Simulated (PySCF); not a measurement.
**NbCl₄⁺: singlet, from a tetrahedral start**

Aim: relax NbCl₄⁺ as a singlet from a hand-made tetrahedral geometry, check by its vibrations whether the end is a minimum, and collect its spectrum and constants.

Method: B3LYP, basis Nb def2-SVP with ECP28, Cl def2-SVP, scalar-relativistic core potentials, no spin–orbit coupling, density fitting; program: PySCF 2.14.0.

## (1) The starting structure

5 atoms, charge 1, spin multiplicity 1.

Bond lengths: Nb1–Cl2 2.411 Å, Nb1–Cl3 2.411 Å, Nb1–Cl4 2.411 Å, Nb1–Cl5 2.411 Å. Angles: Cl2–Nb1–Cl3 109.5°, Cl2–Nb1–Cl4 109.5°, Cl2–Nb1–Cl5 109.5°, Cl3–Nb1–Cl4 109.5°, Cl3–Nb1–Cl5 109.5°, Cl4–Nb1–Cl5 109.5°.

Coordinates in bohr (charge 1 multiplicity 1):
```
Nb    0.0000    0.0000    0.0000
Cl    3.7197   -0.0001    2.6302
Cl   -3.7197    0.0000    2.6302
Cl    0.0001    3.7198   -2.6301
Cl   -0.0001   -3.7196   -2.6303
```

## (2) Relaxation: tetrahedral start, singlet

One driver script runs all steps and calls PySCF; scf.py shows how it sets up the SCF of each step. The optimiser is the driver's own. Before each start the driver seeks the lowest SCF state from one or more starting densities and follows internal instabilities, so scf.py alone need not reach the same state.

The program finds Td symmetry in the start, which this walk keeps. The walk stops when the largest gradient is under 0.0003 Eh/bohr and the energy has settled too.

Contents of scf.py:

```python
from pyscf import gto, scf, dft
mol = gto.M(atom='''
Nb     0.000000     0.000000    -0.000000
Cl     1.968387    -0.000075     1.391860
Cl    -1.968387    -0.000000     1.391860
Cl     0.000038     1.968425    -1.391807
Cl    -0.000038    -1.968349    -1.391913''',
    basis={'Nb': 'def2-SVP', 'Cl': 'def2-SVP'},
    ecp={'Nb': 'def2-SVP'},
    charge=1, spin=0)
mf = dft.RKS(mol, xc='B3LYP')
mf.grids.atom_grid = (50, 194)
aux = {'Nb': 'def2-universal-JKFIT', 'Cl': 'def2-universal-JKFIT'}
mf = mf.density_fit(auxbasis=aux)
mf.kernel()
```

The runs that follow: Hessian and properties.

Before running it: what results should come out? Wanted: minimum; geometry; wavenumbers; dipole moment; highest occupied, lowest empty level; polar-tensor charge of Nb1; zero-point energy.

**Answer**, as computed:

| quantity | value |
| --- | --- |
| minimum | singlet, Td |
| geometry | Nb–Cl 2.220 Å (×4); Cl–Nb–Cl 109.5° (×6) |
| wavenumbers (cm⁻¹) | 123 (e), 129 (t2), 425 (a1), 488 (t2) |
| dipole moment (centre of mass) | 0.00 D |
| highest occupied, lowest empty level | -14.89, -9.57 eV |
| polar-tensor charge of Nb1 | +2.16 e |
| zero-point energy | 15.1 kJ/mol |
| entropy at 298.15 K | 356.3 J/(mol K) |

The tetrahedral start keeps its Td symmetry and ends in a minimum. In the infrared the band at 488 cm⁻¹ (t2, stretch) leads. Other starts or spin states, not run here, may lie lower.
